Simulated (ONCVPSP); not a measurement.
# Nd: generating and testing an ONCV potential

Do these settings give a usable potential? It is generated, then checked for transferability, scattering, ghosts and hardness.

The numbers are computed with ONCVPSP 4.0.1 (LDA (Perdew-Wang 92), scalar-relativistic, spin-unpolarised reference atom).

15 further runs of the same task are left out: 6 that didn't finish, 9 set aside as unsound or not needed.

### 1 Starting point

Typed settings, in words:

| Item | Value |
| --- | --- |
| element | neodymium (Nd, Z = 60) |
| type | optimised norm-conserving Vanderbilt (ONCV) |
| frozen core | [Kr] 4d10 |
| valence charge | 14 |
| reference configuration | 4f3 5s2 5p6 5d1 6s2 |
| partial waves | 5s+6s: rc 2.70 bohr, ncon 4, nbas 9, qcut 4.3 1/bohr, 2 projectors; 5p: rc 2.10 bohr, ncon 3, nbas 7, qcut 5.1 1/bohr, 3 projectors, debl 3.8 Ha; 5d: rc 2.40 bohr, ncon 3, nbas 6, qcut 4.4 1/bohr, 2 projectors, debl 0.4 Ha; 4f: rc 1.55 bohr, ncon 3, nbas 8, qcut 10.1 1/bohr, 2 projectors, debl 3.2 Ha |
| local potential | polynomial inside 1.25 bohr (lpopt 5, dvloc0 0 Ha) |
| core correction | not asked for |

### 2 The generation run

Contents of Nd.dat:

```
# ATOM AND REFERENCE CONFIGURATION
# atsym  z   nc   nv     iexc    psfile
  Nd 60.00    9    5  -001012      upf
#
#   n    l    f
    1    0    2.00
    2    0    2.00
    2    1    6.00
    3    0    2.00
    3    1    6.00
    3    2   10.00
    4    0    2.00
    4    1    6.00
    4    2   10.00
    4    3    3.00
    5    0    2.00
    5    1    6.00
    5    2    1.00
    6    0    2.00
#
# PSEUDOPOTENTIAL AND OPTIMIZATION
# lmax
    3
#
#   l,   rc,      ep,       ncon, nbas, qcut
    0    2.70    0.00    4    9    4.30
    1    2.10    0.00    3    7    5.10
    2    2.40    0.00    3    6    4.40
    3    1.55    0.00    3    8   10.10
#
# LOCAL POTENTIAL
# lloc, lpopt,  rc(5),   dvloc0
    4    5    1.25    0.00
#
# VANDERBILT-KLEINMAN-BYLANDER PROJECTORs
# l, nproj, debl
    0    2    0.50
    1    3    3.80
    2    2    0.40
    3    2    3.20
#
# MODEL CORE CHARGE
# icmod, fcfact, rcfact
    0    0.00    0.00
#
# LOG DERIVATIVE ANALYSIS
# epsh1, epsh2, depsh
   -3.00    5.00    0.02
#
# OUTPUT GRID
# rlmax, drl
    6.00    0.01
#
# TEST CONFIGURATIONS
# ncnf
    4
# nvcnf
#   n    l    f
    5
    4    3    4.00
    5    0    2.00
    5    1    6.00
    5    2    0.00
    6    0    2.00
#
    5
    4    3    4.00
    5    0    2.00
    5    1    6.00
    5    2    0.00
    6    0    1.00
#
    5
    4    3    4.00
    5    0    2.00
    5    1    6.00
    5    2    0.00
    6    0    0.00
#
    5
    4    3    4.00
    5    0    2.00
    5    1    6.00
    5    2    1.00
    6    0    0.00
#
```

Started as:

```bash
$ oncvpsp.x < Nd.dat > Nd.out
```

**Question.** What will these runs give? Wanted: cutoffs for 1 and 0.1 mHa per electron, occupied waves; bound ghosts; GHOST(+) flags; largest test error; largest phase difference near zero energy, channels read.

**Answer**, as computed:

| quantity | value |
| --- | --- |
| cutoffs for 1 and 0.1 mHa per electron, occupied waves | 45 Ha and 50 Ha |
| bound ghosts | s at -40.43 eV |
| GHOST(+) flags | p at 258 eV |
| largest test error (AE − PS) | +463 meV, for 4f4 5s2 5p6 5d0 6s0 |
| largest phase difference near zero energy, channels read | 0.001 rad |

**Reading.** A bound ghost (s) makes it unfit for use: electrons can fall into a state that the atom doesn't have. By total energies transferability is poor: the largest error is 463 meV on 15.1 eV, for 4f4 5s2 5p6 5d0 6s0. It counts as hard, with 45 Ha needed at the looser tolerance. At the looser tolerance the 4f wave is the slowest; 5p needs 8 Ha. Near zero energy the phases of the channels with partial waves agree within 0.001 rad. The program also flags highly localised states, GHOST(+) (p). These are tests on the free atom; a crystal test is still owed.
